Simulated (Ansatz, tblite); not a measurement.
# The cluster Si16Bi: one state, many levels

Aim: run the doublet of the cluster Si16Bi at one geometry on many levels, and compare frontier levels, spin and run time.

The runs use Ansatz 0.2.0, Gaussian basis; as each input shows.

The runs, in order: GFN2-xTB, PBE-D4/def2-TZVP, r2SCAN-D4/def2-TZVP, LDA/def2-TZVP, PBE-D4/def2-SVP, PBE0-D4/def2-SVP, MP2/def2-SVP, RPA/def2-SVP.

2 further runs of the same task are left out: 2 set aside as unsound or not needed.

## 1. The structure

The doublet was relaxed beforehand with r2SCAN-D4/def2-SVP. At that level it is the lowest of the isomers that a small search found.

17 atoms, charge 0, spin multiplicity 2.

Bond lengths: Bi1–Si2 2.769 Å, Bi1–Si4 2.722 Å, Bi1–Si12 2.721 Å, Si2–Si9 2.530 Å, Si2–Si14 2.366 Å, Si3–Si6 2.438 Å, Si3–Si12 2.362 Å, Si3–Si14 2.325 Å, Si4–Si8 2.307 Å, Si4–Si11 2.642 Å, Si4–Si13 2.362 Å, Si5–Si6 2.338 Å, Si5–Si8 2.347 Å, Si5–Si10 2.416 Å, Si6–Si16 2.411 Å, Si7–Si10 2.383 Å, Si7–Si11 2.564 Å, Si7–Si15 2.603 Å and more. Angles: Si2–Bi1–Si4 83.4°, Si2–Bi1–Si12 83.6°, Si4–Bi1–Si12 59.6°, Bi1–Si2–Si9 109.5°, Bi1–Si2–Si14 94.9°, Si9–Si2–Si14 107.2°, Si6–Si3–Si12 86.0°, Si6–Si3–Si14 69.8°, Si12–Si3–Si14 71.4°, Bi1–Si4–Si8 107.3°, Bi1–Si4–Si11 96.8°, Bi1–Si4–Si13 122.1°, Si8–Si4–Si11 97.9°, Si8–Si4–Si13 125.7°, Si11–Si4–Si13 57.9°, Si6–Si5–Si8 104.4°, Si6–Si5–Si10 111.1°, Si8–Si5–Si10 117.1° and more.

Bi takes a core potential in the def2 sets. No spin-orbit coupling is included.

PBE0-D4/def2-TZVP was run before; its log isn't repeated, and its numbers join the tables.

## 2. GFN2-xTB

Tight binding, by tblite at 300 K electronic temperature and without a spin-polarisation term:

```python
tblite.interface.Calculator('GFN2-xTB', numbers, positions, charge=0, uhf=1).singlepoint()
```

Energy -795.2601 eV; 2.8 s.

## 3. PBE-D4/def2-TZVP

start.molden holds the orbitals of an earlier run on this state, given as this run's starting guess.

in.yaml reads:

```yaml
crystal:
  periodic: [false, false, false]
  atoms:
    - {symbol: Bi, position_ang: [-0.794385, 0.192498, 3.760512]}
    - {symbol: Si, position_ang: [-2.053685, 1.356534, 1.586576]}
    - {symbol: Si, position_ang: [-1.665687, -2.892289, 0.406570]}
    - {symbol: Si, position_ang: [1.393004, 0.283476, 2.143566]}
    - {symbol: Si, position_ang: [2.007923, -1.429082, -0.584189]}
    - {symbol: Si, position_ang: [-0.171562, -1.932121, -1.264235]}
    - {symbol: Si, position_ang: [0.673206, 0.746989, -2.612296]}
    - {symbol: Si, position_ang: [2.022155, -1.894458, 1.716636]}
    - {symbol: Si, position_ang: [-0.499766, 3.037816, 0.509674]}
    - {symbol: Si, position_ang: [2.633887, 0.804772, -1.258405]}
    - {symbol: Si, position_ang: [0.095531, 0.734407, -0.113762]}
    - {symbol: Si, position_ang: [-0.293345, -1.824139, 2.004466]}
    - {symbol: Si, position_ang: [1.865848, 2.149114, 0.774058]}
    - {symbol: Si, position_ang: [-2.000624, -0.596818, 0.253187]}
    - {symbol: Si, position_ang: [-1.772534, 0.108233, -1.990176]}
    - {symbol: Si, position_ang: [-0.534013, -1.161829, -3.519650]}
    - {symbol: Si, position_ang: [-0.905955, 2.316918, -1.812511]}
basis:
  gaussian: {orbitals: def2-TZVP, fitting: {mean_field: def2-universal-jkfit}, initial_orbitals: start.molden}
magnetization: {spin_polarized: true, initial_magnetization: 1}
hamiltonian: {xc: pbe, dispersion: d4}
scf: {omitted_lower_state_checks: [starts]}
output: {forces: true, orbitals: {seedname: orbitals}}
```

On the command line:

```
> ansatz run in.yaml --threads 2 --pin off --events-out ev --progress --plain --max-ram 22528MiB --backend cuda --devices 0, --max-vram 18GiB
```

After this run come: r2SCAN-D4/def2-TZVP; LDA/def2-TZVP; PBE-D4/def2-SVP; PBE0-D4/def2-SVP; MP2/def2-SVP; RPA/def2-SVP.

Q: Predict the results of all the runs planned. Wanted: gap in def2-TZVP, named functionals, smallest and largest; correlation energy, MP2/def2-SVP; binding an atom, functionals in def2-TZVP; ⟨S²⟩ in def2-TZVP, named functionals, smallest and largest; PBE0 total energy, smallest basis above largest.

**Answer**, as computed:

| quantity | value |
| --- | --- |
| gap in def2-TZVP, named functionals, smallest and largest | 0.35 eV (LDA), 1.71 eV (PBE0-D4) |
| correlation energy, MP2/def2-SVP | -48.00 eV |
| binding an atom, functionals in def2-TZVP | 3.71 (r2SCAN-D4) to 4.35 eV (LDA) |
| ⟨S²⟩ in def2-TZVP, named functionals, smallest and largest | 0.754, 0.784 |
| PBE0 total energy, smallest basis above largest | 43.41 eV (def2-SVP, def2-TZVP) |

In words: Orbital gaps of the named functionals in def2-TZVP span 0.35 eV (LDA) to 1.71 eV (PBE0-D4); exact exchange widens it. Over the named functionals in def2-TZVP spin contamination reaches 0.03 (PBE0-D4), which is small.
